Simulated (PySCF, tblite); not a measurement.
# C4H8F3N: a rotation path, then NMR shifts on frames

How do NMR shifts of C4H8F3N (`CCNCC(F)(F)F`) change as the atoms move?

The runs use tblite 0.8.0 and PySCF 2.14.0, with density-fitted response routines of our own; the level of theory stands in each step. All values are computed, except where a source is named. Atoms count from 0, in the outputs and in this text.

**1. The starting structure**

16 atoms, charge 0, multiplicity 1; geometry from: GFN2-xTB.

Bonds of the start (Å): C0–C1 1.52, C1–N2 1.45, N2–C3 1.44, C3–C4 1.52, C4–F5 1.34, C4–F6 1.34, C4–F7 1.33, C0–H8 1.09, C0–H9 1.09, C0–H10 1.09, C1–H11 1.10, C1–H12 1.09, N2–H13 1.02, C3–H14 1.09, C3–H15 1.11.

**2. The rotation path with GFN2-xTB**

Job settings and geometry (Å):

```
{"job": {"kind": "neb", "xc": "GFN2-xTB", "basis": "xTB", "atoms": [2, 3, 4, 5], "turn": 120}, "charge": 0, "multiplicity": 1}
C     -2.469960    -0.165794    -0.178754
C     -1.206780     0.326964     0.509008
N     -0.036931    -0.212327    -0.161632
C      1.210320     0.236874     0.406423
C      2.371967    -0.345004    -0.380499
F      2.372154     0.075231    -1.656613
F      3.554045     0.023603     0.139667
F      2.366614    -1.679346    -0.416049
H     -3.348127     0.173673     0.363255
H     -2.470685    -1.251369    -0.210250
H     -2.524185     0.210396    -1.198059
H     -1.196495     1.430527     0.532972
H     -1.183748    -0.031186     1.542372
H     -0.075108     0.009862    -1.152727
H      1.287683    -0.129098     1.435283
H      1.341635     1.335937     0.414191
```

With the program's defaults for keys left out, this is: GFN2-xTB climbing-image nudged elastic band, gas phase.

Run with:

```sh
$ OMP_NUM_THREADS=1 python probes_run.py task.json out
```

The driver reads the jobs from task.json and runs them one after another.

The program printed:

```text
image   E - E0 / eV
  0      -0.0000
  1       0.0174
  2       0.0498
  3       0.0794
  4       0.0903
  5       0.0757
  6       0.0432
  7       0.0117
  8      -0.0001
```

It took 1.8 s on 1 thread of Intel Xeon at 2.60GHz, shared host; peak memory 0.18 GiB.

The final band, with the dihedral N2–C3–C4–F5:

| image | dihedral (°) | energy (eV) | energy (kcal/mol) |
| --- | --- | --- | --- |
| 0 | 63 | 0.000 | 0.0 |
| 1 | 77 | 0.017 | 0.4 |
| 2 | 92 | 0.050 | 1.1 |
| 3 | 107 | 0.079 | 1.8 |
| 4 | 122 | 0.090 | 2.1 |
| 5 | 137 | 0.076 | 1.7 |
| 6 | 152 | 0.043 | 1.0 |
| 7 | 166 | 0.012 | 0.3 |
| 8 | 182 | 0.000 | 0.0 |

**3. Shielding tensors: image 0, PBE0/pcSseg-1**

Job settings and geometry (Å):

```
{"job": {"kind": "nmr", "xc": "PBE0", "basis": "pcSseg-1", "pop": false}, "charge": 0, "multiplicity": 1}
C     -2.470000    -0.165800    -0.178800
C     -1.206800     0.327000     0.509000
N     -0.036900    -0.212300    -0.161600
C      1.210300     0.236900     0.406400
C      2.372000    -0.345000    -0.380500
F      2.372200     0.075200    -1.656600
F      3.554000     0.023600     0.139700
F      2.366600    -1.679300    -0.416000
H     -3.348100     0.173700     0.363300
H     -2.470700    -1.251400    -0.210200
H     -2.524200     0.210400    -1.198100
H     -1.196500     1.430500     0.533000
H     -1.183700    -0.031200     1.542400
H     -0.075100     0.009900    -1.152700
H      1.287700    -0.129100     1.435300
H      1.341600     1.335900     0.414200
```

With the program's defaults for keys left out, this is: GIAO PBE0/pcSseg-1 NMR shielding, non-relativistic, gas phase.

The program printed:

```text
coarse grid: 13624 points
cycle   1  E = -510.7457685682  dE =  1.059e+00  |g| = 9.019e-01  |ddm| = 3.348e+00
cycle   2  E = -510.6219814840  dE =  1.238e-01  |g| = 1.302e+00  |ddm| = 1.108e+00
cycle   3  E = -510.8878873864  dE = -2.659e-01  |g| = 6.379e-02  |ddm| = 6.439e-01
cycle   4  E = -510.8884983759  dE = -6.110e-04  |g| = 3.360e-02  |ddm| = 6.619e-02
cycle   5  E = -510.8887405632  dE = -2.422e-04  |g| = 4.978e-03  |ddm| = 2.585e-02
cycle   6  E = -510.8887451183  dE = -4.555e-06  |g| = 1.777e-03  |ddm| = 4.809e-03
final grid: 133616 points
cycle   7  E = -510.9514650418  dE = -4.735e-05  |g| = 9.383e-03  |ddm| = 2.726e-02
cycle   8  E = -510.9514545733  dE =  1.047e-05  |g| = 1.208e-02  |ddm| = 1.688e-02
cycle   9  E = -510.9514850710  dE = -3.050e-05  |g| = 9.565e-04  |ddm| = 9.157e-03
cycle  10  E = -510.9514852327  dE = -1.617e-07  |g| = 2.190e-04  |ddm| = 7.005e-04
cycle  11  E = -510.9514852412  dE = -8.522e-09  |g| = 6.996e-05  |ddm| = 1.729e-04
cycle  12  E = -510.9514852421  dE = -8.821e-10  |g| = 1.616e-05  |ddm| = 5.595e-05
converged SCF energy = -510.9514852421

GIAO shielding tensors (ppm)
atom      isotropic    diamagn.    paramagn.     s11        s22        s33       span
  0 C      169.195     246.214     -77.019    155.067    165.163    187.356     32.289
  1 C      137.964     245.744    -107.780    117.013    128.852    168.026     51.013
  2 N      214.785     323.055    -108.270    169.126    225.648    249.580     80.454
  3 C      129.317     246.998    -117.681    109.243    123.765    154.944     45.700
  4 C       52.542     243.825    -191.283     49.764     52.042     55.821      6.057
  5 F      264.629     474.708    -210.079    174.770    268.359    350.758    175.988
  6 F      257.392     468.982    -211.590    169.997    255.956    346.224    176.227
  7 F      258.859     473.665    -214.806    173.873    263.039    339.665    165.793
  8 H       30.439      27.579       2.859     26.136     27.502     37.678     11.542
  9 H       30.199      29.413       0.786     26.192     28.503     35.902      9.710
 10 H       30.665      29.825       0.840     26.678     29.100     36.219      9.541
 11 H       28.908      31.019      -2.111     24.469     27.970     34.286      9.817
 12 H       29.098      31.165      -2.068     24.546     28.493     34.254      9.708
 13 H       31.655      36.488      -4.833     22.224     34.586     38.154     15.930
 14 H       28.463      29.995      -1.531     24.794     28.101     32.495      7.701
 15 H       28.362      29.986      -1.625     24.628     27.590     32.867      8.239
```

It took 22 s on 1 thread of Intel Xeon at 2.60GHz, shared host; peak memory 0.78 GiB.

The references, computed at this level on geometries of the same kind, shield at (ppm): ¹H TMS 31.72, ¹³C TMS 186.9, ¹⁹F CFCl3 170.9, ¹⁵N NH3 267.7. Their shielding less the atom's gives the shift. The references are single molecules in the gas phase, so shifts against H2O, NH3, PH3, H3PO4 or CFCl3 are not on the usual liquid scales and can be off by tens of ppm. Each atom is listed at this fixed geometry, with no averaging over motion; a spectrum would average atoms that exchange fast.

| atoms | environment | σ (ppm) | δ (ppm) |
| --- | --- | --- | --- |
| C4 | CF3 carbon | 52.5 | 134.4 |
| C3 | sp3 CH2 bonded to N | 129.3 | 57.6 |
| C1 | sp3 CH2 bonded to N | 138.0 | 49.0 |
| C0 | methyl carbon | 169.2 | 17.7 |
| H15 | hydrogen on an sp3 CH2 bonded to N | 28.36 | 3.36 |
| H14 | hydrogen on an sp3 CH2 bonded to N | 28.46 | 3.25 |
| H11 | hydrogen on an sp3 CH2 bonded to N | 28.91 | 2.81 |
| H12 | hydrogen on an sp3 CH2 bonded to N | 29.10 | 2.62 |
| H9 | hydrogen on a methyl carbon | 30.20 | 1.52 |
| H8 | hydrogen on a methyl carbon | 30.44 | 1.28 |
| H10 | hydrogen on a methyl carbon | 30.67 | 1.05 |
| H13 | hydrogen on an amine nitrogen | 31.65 | 0.06 |
| N2 | amine nitrogen | 214.8 | 52.9 |
| F6 | fluorine of a CF3 group | 257.4 | -86.4 |
| F7 | fluorine of a CF3 group | 258.9 | -87.9 |
| F5 | fluorine of a CF3 group | 264.6 | -93.7 |

**4. Shielding tensors: image 2, PBE0/pcSseg-1**

Job settings and geometry (Å):

```
{"job": {"kind": "nmr", "xc": "PBE0", "basis": "pcSseg-1", "pop": false}, "charge": 0, "multiplicity": 1}
C     -2.472300    -0.231900    -0.118200
C     -1.204600     0.356200     0.482100
N     -0.034400    -0.224300    -0.149400
C      1.208100     0.293500     0.368000
C      2.377500    -0.333900    -0.380600
F      2.747500     0.407300    -1.440900
F      3.467000    -0.453200     0.392200
F      2.104700    -1.551700    -0.854300
H     -3.342800     0.141200     0.414100
H     -2.445300    -1.315000    -0.043800
H     -2.563300     0.043500    -1.166300
H     -1.220100     1.455200     0.384400
H     -1.149100     0.109900     1.547100
H     -0.082900    -0.101800    -1.156500
H      1.286200     0.022000     1.426100
H      1.316100     1.392000     0.284600
```

Level: GIAO PBE0/pcSseg-1 NMR shielding, non-relativistic, gas phase.

The program printed:

```text
coarse grid: 13624 points
cycle   1  E = -510.7383451494  dE =  1.064e+00  |g| = 9.066e-01  |ddm| = 3.351e+00
cycle   2  E = -510.6112302519  dE =  1.271e-01  |g| = 1.314e+00  |ddm| = 1.126e+00
cycle   3  E = -510.8821189658  dE = -2.709e-01  |g| = 6.408e-02  |ddm| = 6.567e-01
cycle   4  E = -510.8827389982  dE = -6.200e-04  |g| = 3.378e-02  |ddm| = 6.656e-02
cycle   5  E = -510.8829845354  dE = -2.455e-04  |g| = 4.901e-03  |ddm| = 2.595e-02
cycle   6  E = -510.8829889796  dE = -4.444e-06  |g| = 1.696e-03  |ddm| = 4.710e-03
final grid: 133616 points
cycle   7  E = -510.9473467194  dE = -5.251e-05  |g| = 9.595e-03  |ddm| = 2.660e-02
cycle   8  E = -510.9473354981  dE =  1.122e-05  |g| = 1.250e-02  |ddm| = 1.669e-02
cycle   9  E = -510.9473668860  dE = -3.139e-05  |g| = 8.880e-04  |ddm| = 9.109e-03
cycle  10  E = -510.9473670289  dE = -1.430e-07  |g| = 2.410e-04  |ddm| = 6.797e-04
cycle  11  E = -510.9473670401  dE = -1.115e-08  |g| = 5.652e-05  |ddm| = 1.832e-04
cycle  12  E = -510.9473670407  dE = -6.191e-10  |g| = 1.500e-05  |ddm| = 5.340e-05
converged SCF energy = -510.9473670407

GIAO shielding tensors (ppm)
atom      isotropic    diamagn.    paramagn.     s11        s22        s33       span
  0 C      169.200     246.169     -76.969    154.952    165.378    187.269     32.317
  1 C      138.032     245.869    -107.837    117.309    128.972    167.814     50.505
  2 N      213.212     322.534    -109.322    168.649    220.433    250.553     81.904
  3 C      127.820     247.420    -119.600    109.148    120.443    153.869     44.721
  4 C       52.311     243.232    -190.921     50.581     51.841     54.511      3.929
  5 F      250.913     472.682    -221.769    168.052    237.154    347.532    179.480
  6 F      251.032     468.998    -217.966    169.915    240.825    342.356    172.441
  7 F      257.883     475.136    -217.253    176.069    268.777    328.802    152.732
  8 H       30.430      27.582       2.849     26.118     27.525     37.647     11.529
  9 H       30.192      29.397       0.795     26.196     28.517     35.864      9.668
 10 H       30.640      29.782       0.858     26.682     29.029     36.208      9.526
 11 H       28.889      31.031      -2.142     24.337     27.980     34.349     10.012
 12 H       29.130      31.234      -2.104     24.582     28.593     34.216      9.634
 13 H       31.834      36.456      -4.621     22.704     34.654     38.144     15.440
 14 H       28.333      30.263      -1.930     24.281     28.302     32.415      8.133
 15 H       28.224      29.920      -1.696     24.900     27.451     32.320      7.420
```

It took 20 s on 1 thread of Intel Xeon at 2.60GHz, shared host; peak memory 0.84 GiB.

In short: δ C4 134.6, C3 59.1, C1 48.9, C0 17.7, H15 3.49, H14 3.38 ppm.

[end of part 1 of 2]
